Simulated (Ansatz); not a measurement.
# C (diamond type): the cost of one run

Computed with Ansatz 0.2.0 (DFT, LDA, all-electron LAPW, scalar-relativistic, unless a step's input says otherwise).

## (1) The structure to begin with

It takes space group Fd-3m (No. 227, cubic). Conventional cell: a = 3.532 Å, b = 3.532 Å, c = 3.532 Å, α = 90.00°, β = 90.00°, γ = 90.00°. C (site symmetry -43m) has 4 C at 1.53 Å as nearest neighbours.

Structure file:

```cif
data_structure
_symmetry_space_group_name_H-M 'Fd-3m:1'
_symmetry_Int_Tables_number 227
_cell_length_a 3.5317
_cell_length_b 3.5317
_cell_length_c 3.5317
_cell_angle_alpha 90.000
_cell_angle_beta 90.000
_cell_angle_gamma 90.000
_cell_volume 44.05
loop_
_atom_site_label
_atom_site_type_symbol
_atom_site_symmetry_multiplicity
_atom_site_Wyckoff_symbol
_atom_site_fract_x
_atom_site_fract_y
_atom_site_fract_z
_atom_site_occupancy
C1 C 8 b 0.00000 0.00000 0.50000 1
```

The file gives the conventional cell by its symmetry; the runs use the cell typed in the input.

Atoms are numbered in the order of the input: C1, C2, C3, C4, C5, C6.

## (2) Bulk in the slab's orientation, LAPW

File input.yaml:

```yaml
crystal:
  lattice:
    - [0.0, 1.7658745511, -1.7658745511]
    - [-1.7658745511, 0.0, 1.7658745511]
    - [3.5317491022, 3.5317491022, 3.5317491022]
  atoms:
    - { symbol: C, position: [0.333333333, 0.666666667, 0.208333333] }
    - { symbol: C, position: [0.666666667, 0.333333333, 0.541666667] }
    - { symbol: C, position: [0.0, 0.0, 0.875] }
    - { symbol: C, position: [0.0, 0.0, 0.125] }
    - { symbol: C, position: [0.333333333, 0.666666667, 0.458333333] }
    - { symbol: C, position: [0.666666667, 0.333333333, 0.791666667] }
kpoints:
  mp_grid: { grid: [14, 14, 5] }
scf:
  occupations: { method: fermi_dirac, width: 0.02 }
hamiltonian:
  xc: lda
  pseudopotentials: { kind: all_electron, lapw: { basis_error: 0.001 } }
output:
  forces: true
  stress: true
  eigenvalues: true
```

Started as:

```sh
> ansatz run input.yaml --threads 2 --pin off --max-ram 4096MiB --backend cpu --events-out ev --progress --plain --runs-dir out
```

**Question.** How long does this run take on 2 threads of Intel Xeon Platinum 8488C (Sapphire Rapids), shared host, and how much memory does it need?

About 11 s, with a peak of 0.53 GiB.
